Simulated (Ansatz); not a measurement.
# BBrF2: the cost of one run

Computed with Ansatz 0.2.0, Gaussian basis. Level: PBE0-D4/def2-TZVP structures, single points in def2-TZVPP, no counterpoise correction.

Levels: SPW92, PBE-D4, BLYP-D4, r2SCAN-D4, B97M-V, PBE0-D4, B3LYP-D4, r2SCAN0-D4, BHLYP-D4, CAM-B3LYP-D4, wB97X-V, wB97M-V, B2PLYP, PBE-QIDH, RPA on PBE, Hartree-Fock, MP2, CCSD, CCSD(T).

Cores are frozen in the correlated methods. Filled d shells of the heavier atoms are correlated. B3LYP uses VWN-RPA correlation. B2PLYP carries no dispersion term here.

94 further runs of the same task are left out: 94 set aside as unsound or not needed.

## Step 1: Starting geometry

The complex: 6 atoms, charge 0, spin multiplicity 1.

Atoms are counted from 1 here; the program's logs count them from 0.

Bond lengths: B1–Br2 1.921 Å, B1–F3 1.307 Å, B1–F4 1.307 Å, H5–F6 0.923 Å. Angles: Br2–B1–F3 119.7°, Br2–B1–F4 119.7°, F3–B1–F4 120.3°.

Coordinates:

```xyz
6

B    -0.85729   -0.20471    0.18921
Br   -0.04834    0.05262    1.91239
F    -0.91015   -1.40301   -0.32882
F    -1.45181    0.79671   -0.40303
H     1.91521    0.46053   -0.32804
F     1.35237    0.29786   -1.04171
```

Its parts: BBrF₂ holds atoms 1, 2, 3, 4; HF holds atoms 5, 6. Each part counts its atoms afresh in its own runs.

## Step 2: Relaxing BBrF₂ alone

Contents of relax-a/in.yaml:

```yaml
crystal:
  periodic: [false, false, false]
  atoms:
    - {symbol: B, position_ang: [-0.857287, -0.204714, 0.189213]}
    - {symbol: Br, position_ang: [-0.048335, 0.052622, 1.912388]}
    - {symbol: F, position_ang: [-0.910150, -1.403010, -0.328816]}
    - {symbol: F, position_ang: [-1.451808, 0.796709, -0.403034]}
basis:
  gaussian: {orbitals: def2-TZVP}
hamiltonian: {xc: pbe0, dispersion: d4}
relax: {f_tol: 0.005, max_steps: 200}
```

On the command line:

```
> ansatz run in.yaml --threads 4 --pin off --events-out ev --progress --plain --max-ram 9574MiB
```

**Question.** How long does this run take on 4 threads of Arm Neoverse V2, shared host?

About 8 s.
